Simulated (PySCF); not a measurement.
# CrH₈O₄ (+3): ligand-field states, part 2 of 2

PySCF 2.14.0. Atoms count from 0. The steps go on from the part before.

## (5) Ligand-field states: state-averaged CASSCF (bond length × 1.04)

The job: settings as JSON, then the geometry in Å.

```
{"job": {"kind": "lf", "basis": {"metal": "x2c-TZVPall", "ligand": "x2c-SVPall"}, "nevpt": true, "reuse": true}, "charge": 3, "metal": "Cr", "open_shell": "d3"}
Cr     0.000000     0.000000     0.000000
O      1.113824     1.113824     1.113824
H      0.897793     1.993808     1.445801
H      1.993808     0.897793     1.445801
O     -1.113824    -1.113824     1.113824
H     -0.897793    -1.993808     1.445801
H     -1.993808    -0.897793     1.445801
O     -1.113824     1.113824    -1.113824
H     -1.993808     0.897793    -1.445801
H     -0.897793     1.993808    -1.445801
O      1.113824    -1.113824    -1.113824
H      1.993808    -0.897793    -1.445801
H      0.897793    -1.993808    -1.445801
```

Level: state-averaged CASSCF of the metal d shell, SC-NEVPT2 on the averaged canonical orbitals, state-interaction spin-orbit coupling.

The log of the run:

```text
basis functions 144, electrons 61, active (3e, 5o)
start from the orbitals of the previous structure
stage 1: DIIS on the effective Fock matrix, level shift 0.30
cycle   1  E = -1349.8438035576  dE = -1.350e+03  max|g| = 4.411e+00
cycle   2  E = -1352.3789923111  dE = -2.535e+00  max|g| = 4.215e-01
cycle   3  E = -1352.4822319127  dE = -1.032e-01  max|g| = 9.658e-02
cycle   4  E = -1352.4894420840  dE = -7.210e-03  max|g| = 4.912e-02
cycle   5  E = -1352.4919242452  dE = -2.482e-03  max|g| = 1.488e-02
cycle   6  E = -1352.4918010442  dE =  1.232e-04  max|g| = 2.857e-02
cycle   7  E = -1352.4920564083  dE = -2.554e-04  max|g| = 2.200e-02
cycle   8  E = -1352.4922423088  dE = -1.859e-04  max|g| = 1.312e-02
cycle   9  E = -1352.4923267377  dE = -8.443e-05  max|g| = 8.703e-03
cycle  10  E = -1352.4923545268  dE = -2.779e-05  max|g| = 5.169e-03
cycle  11  E = -1352.4923559629  dE = -1.436e-06  max|g| = 5.656e-03
cycle  12  E = -1352.4923564897  dE = -5.268e-07  max|g| = 5.525e-03
cycle  13  E = -1352.4923541652  dE =  2.324e-06  max|g| = 5.795e-03
cycle  14  E = -1352.4923517456  dE =  2.420e-06  max|g| = 5.822e-03
cycle  15  E = -1352.4923463196  dE =  5.426e-06  max|g| = 5.811e-03
cycle  16  E = -1352.4923341989  dE =  1.212e-05  max|g| = 6.417e-03
cycle  17  E = -1352.4923157504  dE =  1.845e-05  max|g| = 6.502e-03
cycle  18  E = -1352.4922803160  dE =  3.543e-05  max|g| = 7.095e-03
cycle  19  E = -1352.4922069517  dE =  7.336e-05  max|g| = 1.329e-02
cycle  20  E = -1352.4920881256  dE =  1.188e-04  max|g| = 1.413e-02
cycle  21  E = -1352.4918861458  dE =  2.020e-04  max|g| = 2.019e-02
cycle  22  E = -1352.4915159781  dE =  3.702e-04  max|g| = 2.777e-02
cycle  23  E = -1352.4908741427  dE =  6.418e-04  max|g| = 3.013e-02
stage 2: quasi-Newton rotations from the point of smallest gradient
cycle  25  E = -1352.4923682197  dE = -1.369e-05  max|g| = 1.502e-03
cycle  26  E = -1352.4923713448  dE = -3.125e-06  max|g| = 5.408e-04
cycle  27  E = -1352.4923715761  dE = -2.314e-07  max|g| = 1.272e-04
cycle  28  E = -1352.4923715956  dE = -1.940e-08  max|g| = 4.330e-05
cycle  29  E = -1352.4923715971  dE = -1.549e-09  max|g| = 1.346e-05
cycle  30  E = -1352.4923715972  dE = -1.382e-10  max|g| = 1.374e-06
converged average energy = -1352.4923715972

 mult deg   label        CASSCF/cm-1   NEVPT2/cm-1
   4   2   4E                  0.0           0.0
   4   1   4A2              1175.9        1672.8
   4   1   4B2              3797.5        3873.4
   2   1   2A1             11007.8        7751.5
   4   2   4E               7757.0        9104.6
   2   1   2B1             14301.7       12423.0
   2   2   2E              16113.2       13569.4
   4   1   4B1             13527.5       15566.5
   2   2   2E              17689.2       16162.1
   2   1   2A2             18068.0       16965.6
   2   1   2B2             19243.9       17984.2
   4   2   4E              20509.7       18453.2
   2   1   2A1             20786.4       19553.1
   2   2   2E              21976.2       19797.1
   4   1   4A2             22302.5       20546.5
   2   1   2A2             23277.1       21217.6
   2   1   2A2             25003.7       23810.8
   2   1   2B2             26216.1       24980.2
   2   1   2B1             27029.2       25226.3
   2   2   2E              26446.3       25546.7
   2   2   2E              27911.4       27537.6
   2   2   2E              30434.6       29072.1
   2   1   2B2             31087.5       29150.8
   2   1   2A1             29265.4       29155.0
   2   1   2B1             32056.8       31269.0
   2   2   2E              32156.7       31499.3
   2   1   2A1             32572.7       31671.7
   2   1   2A2             31774.2       31709.4
   2   1   2B2             40678.1       35962.4
   2   2   2E              41846.0       37939.0
   2   2   2E              42235.4       38348.8
   2   1   2B1             42444.7       38520.9
   2   1   2A2             42672.5       39049.4
   2   1   2B1             62339.3       54378.1
   2   1   2B2             63278.5       55957.7
   2   1   2A1             64549.9       57095.8
   2   2   2E              64292.4       57118.8

spin-orbit levels / cm-1
      0.00  x2  4E 0.99
     89.74  x2  4E 0.99
    170.96  x2  4E 0.98
    277.99  x2  4E 0.99
   1845.09  x2  4A2 0.99
   1853.20  x2  4A2 0.97
   4035.90  x2  4B2 1.00
   4056.63  x2  4B2 0.99
   7910.67  x2  2A1 0.99
   9175.09  x2  4E 1.00
   9225.92  x2  4E 1.00
   9284.17  x2  4E 0.99
   9366.18  x2  4E 0.99
  12576.61  x2  2B1 0.99
  13691.17  x2  2E 0.99
  13804.49  x2  2E 0.99
  15724.34  x2  4B1 0.98
  15734.39  x2  4B1 0.99
  16290.00  x2  2E 0.99
  16352.48  x2  2E 0.96
  17140.09  x2  2A2 0.97
  18182.93  x2  2B2 0.98
  18466.92  x2  4E 0.98
  18521.51  x2  4E 0.96 2E 0.03
  18599.55  x2  4E 0.96 2E 0.03
  18725.23  x2  4E 1.00
  19594.91  x2  2A1 0.71 2E 0.26
  20024.09  x2  2E 0.86 4A2 0.09 4E 0.04
  20030.40  x2  2E 0.68 2A1 0.29
  20736.42  x2  4A2 0.97
```

Run time: 7.8 s. Hardware: 1 thread of AMD EPYC 7R43, shared host; peak memory 0.3 GiB.

Key values:

| quantity | value |
| --- | --- |
| spin-orbit constant ζ | 252 cm⁻¹ |

Powder susceptibility:

| T (K) | χT (cm³ K/mol) | μ(eff) |
| --- | --- | --- |
| 2 | 0.528 | 2.06 |
| 20 | 0.689 | 2.35 |
| 100 | 1.165 | 3.05 |
| 300 | 1.596 | 3.57 |

## (6) Ligand-field states: state-averaged CASSCF (bond length × 1.08)

The job: settings as JSON, then the geometry in Å.

```
{"job": {"kind": "lf", "basis": {"metal": "x2c-TZVPall", "ligand": "x2c-SVPall"}, "nevpt": true, "reuse": true}, "charge": 3, "metal": "Cr", "open_shell": "d3"}
Cr     0.000000     0.000000     0.000000
O      1.156663     1.156663     1.156664
H      0.940632     2.036647     1.488640
H      2.036647     0.940632     1.488640
O     -1.156663    -1.156663     1.156664
H     -0.940632    -2.036647     1.488640
H     -2.036647    -0.940632     1.488640
O     -1.156663     1.156663    -1.156664
H     -2.036647     0.940632    -1.488640
H     -0.940632     2.036647    -1.488640
O      1.156663    -1.156663    -1.156664
H      2.036647    -0.940632    -1.488640
H      0.940632    -2.036647    -1.488640
```

Method: state-averaged CASSCF of the metal d shell, SC-NEVPT2 on the averaged canonical orbitals, state-interaction spin-orbit coupling.

The log of the run:

```text
basis functions 144, electrons 61, active (3e, 5o)
start from the orbitals of the previous structure
stage 1: DIIS on the effective Fock matrix, level shift 0.30
cycle   1  E = -1352.0471372309  dE = -1.352e+03  max|g| = 1.545e+00
cycle   2  E = -1352.4781272322  dE = -4.310e-01  max|g| = 1.746e-01
cycle   3  E = -1352.4955024966  dE = -1.738e-02  max|g| = 4.381e-02
cycle   4  E = -1352.4923809429  dE =  3.122e-03  max|g| = 7.622e-02
cycle   5  E = -1352.4904199800  dE =  1.961e-03  max|g| = 1.004e-01
cycle   6  E = -1352.4886426981  dE =  1.777e-03  max|g| = 1.146e-01
cycle   7  E = -1352.4839282530  dE =  4.714e-03  max|g| = 1.416e-01
cycle   8  E = -1352.4706214317  dE =  1.331e-02  max|g| = 1.979e-01
cycle   9  E = -1352.4367861794  dE =  3.384e-02  max|g| = 2.909e-01
cycle  10  E = -1352.3447232612  dE =  9.206e-02  max|g| = 4.639e-01
cycle  11  E = -1352.0581165502  dE =  2.866e-01  max|g| = 8.274e-01
cycle  12  E = -1351.3664032151  dE =  6.917e-01  max|g| = 1.316e+00
cycle  13  E = -1350.3357879687  dE =  1.031e+00  max|g| = 1.848e+00
cycle  14  E = -1349.6379773120  dE =  6.978e-01  max|g| = 2.004e+00
cycle  15  E = -1348.6670544214  dE =  9.709e-01  max|g| = 2.317e+00
stage 2: quasi-Newton rotations from the point of smallest gradient
cycle  17  E = -1352.4980119737  dE = -2.509e-03  max|g| = 2.291e-02
cycle  18  E = -1352.4984239838  dE = -4.120e-04  max|g| = 6.011e-03
cycle  19  E = -1352.4984575850  dE = -3.360e-05  max|g| = 1.265e-03
cycle  20  E = -1352.4984607266  dE = -3.142e-06  max|g| = 5.687e-04
cycle  21  E = -1352.4984610932  dE = -3.666e-07  max|g| = 1.218e-04
cycle  22  E = -1352.4984611202  dE = -2.697e-08  max|g| = 3.113e-05
cycle  23  E = -1352.4984611219  dE = -1.636e-09  max|g| = 5.527e-06
converged average energy = -1352.4984611219

 mult deg   label        CASSCF/cm-1   NEVPT2/cm-1
   4   2   4E                  0.0           0.0
   4   1   4A2               935.3        1364.0
   4   1   4B2              3199.6        3323.0
   4   2   4E               6442.0        7721.3
   2   1   2A1             12550.3        9458.7
   4   1   4B1             11270.0       13166.4
   2   1   2B1             15128.9       13232.5
   2   2   2E              16685.5       14380.3
   2   2   2E              17856.8       16377.9
   2   1   2A2             18057.5       16890.1
   4   2   4E              19788.0       17594.2
   2   1   2B2             18939.4       17730.8
   2   1   2A1             20329.2       19189.0
   4   1   4A2             21341.4       19469.1
   2   2   2E              22112.5       19968.1
   2   1   2A2             23159.5       21116.8
   2   1   2A2             24570.2       23463.9
   2   1   2B2             25689.5       24448.9
   2   2   2E              25697.1       24775.8
   2   1   2B1             26475.4       24835.2
   2   2   2E              26786.3       26336.2
   2   1   2A1             27991.5       27751.6
   2   1   2B2             30010.7       28079.0
   2   2   2E              29348.8       28126.7
   2   1   2B1             30248.2       29205.6
   2   1   2A1             30700.4       29526.8
   2   2   2E              30555.5       29609.3
   2   1   2A2             30215.3       30074.1
   2   1   2B2             40577.4       35877.1
   2   2   2E              41294.8       37298.8
   2   2   2E              41724.4       37685.2
   2   2   2T1             41975.9       38090.8
   2   1   2B1             62221.0       54294.0
   2   1   2B2             62823.8       55343.1
   2   2   2E              63743.4       56435.2
   2   1   2A1             64101.2       56633.4

spin-orbit levels / cm-1
      0.00  x2  4E 0.99
     90.13  x2  4E 0.98
    169.29  x2  4E 0.97
    285.83  x2  4E 0.99
   1547.61  x2  4A2 0.99
   1565.60  x2  4A2 0.96 4E 0.04
   3495.25  x2  4B2 0.99
   3518.73  x2  4B2 0.99
   7792.13  x2  4E 1.00
   7852.07  x2  4E 1.00
   7914.88  x2  4E 1.00
   7991.32  x2  4E 0.99
   9632.05  x2  2A1 0.99
  13336.08  x2  4B1 0.99
  13340.59  x2  4B1 0.95 2B1 0.04
  13393.24  x2  2B1 0.95 4B1 0.04
  14529.81  x2  2E 0.98
  14608.44  x2  2E 0.98
  16505.96  x2  2E 0.99
  16559.75  x2  2E 0.93 2A2 0.06
  17086.55  x2  2A2 0.93 2E 0.06
  17615.57  x2  4E 0.99
  17686.00  x2  4E 0.98
  17768.31  x2  4E 0.98
  17873.65  x2  4E 0.90 2B2 0.10
  17945.25  x2  2B2 0.89 4E 0.10
  19302.01  x2  2A1 0.90 2E 0.07
  19562.89  x2  4A2 0.90 2E 0.09
  19635.84  x2  4A2 0.91 2A1 0.05
  20138.06  x2  2E 0.88 2A1 0.05 4A2 0.05
```

It took 6.9 s on 1 thread of AMD EPYC 7R43, shared host; peak memory 0.3 GiB.

From this job:

| quantity | value |
| --- | --- |
| spin-orbit constant ζ | 256 cm⁻¹ |

Powder susceptibility:

| T (K) | χT (cm³ K/mol) | μ(eff) |
| --- | --- | --- |
| 2 | 0.511 | 2.02 |
| 20 | 0.660 | 2.30 |
| 100 | 1.114 | 2.98 |
| 300 | 1.560 | 3.53 |

## (7) Ligand field across the series

From the NEVPT2 states (cm⁻¹; the spread is that of the fitted one-electron ligand-field levels):

| step | setting | ground state | next state | orbital spread | Racah B | ζ | μ(eff), 300 K |
| --- | --- | --- | --- | --- | --- | --- | --- |
| 2 | as given | 4E | 4A2 at 2072 | 12704 | 850 | 247 | 3.62 |
| 3 | bond length × 0.92 | 4E | 2A1 at 19 | 18502 | 834 | 231 | 3.36 |
| 4 | bond length × 0.96 | 4E | 4A2 at 2597 | 15286 | 841 | 240 | 3.66 |
| 5 | bond length × 1.04 | 4E | 4A2 at 1673 | 10613 | 860 | 252 | 3.57 |
| 6 | bond length × 1.08 | 4E | 4A2 at 1364 | 8906 | 869 | 256 | 3.53 |

## (8) Summary of results

The summary covers parts 1 to 2.

| quantity | value |
| --- | --- |
| spin-orbit constant ζ (step 2, state-averaged CASSCF) | 247 cm⁻¹ |
| ground multiplicity, μ(eff) at 300 K (step 2, 4 donors at 1.86 Å) | 4, 3.62 μB |
| ground multiplicity, μ(eff) at 300 K (step 3, 4 donors at 1.71 Å) | 4, 3.36 μB |
| ground multiplicity, μ(eff) at 300 K (step 4, 4 donors at 1.78 Å) | 4, 3.66 μB |
| ground multiplicity, μ(eff) at 300 K (step 5, 4 donors at 1.93 Å) | 4, 3.57 μB |
| ground multiplicity, μ(eff) at 300 K (step 6, 4 donors at 2.00 Å) | 4, 3.53 μB |

In step 2, χT goes from 0.55 at 2 K to 1.63 cm³ K/mol at 300 K, as higher levels fill or mix in. In step 3 the ground spin is not settled: NEVPT2 puts multiplicity 4 lowest, 19 cm⁻¹ below multiplicity 2, within the method's error. The spread of the ligand-field levels runs from 8906 cm⁻¹ (bond length × 1.08) to 18502 cm⁻¹ (bond length × 0.92); μ(eff) at 300 K: 3.36 to 3.66 μB.
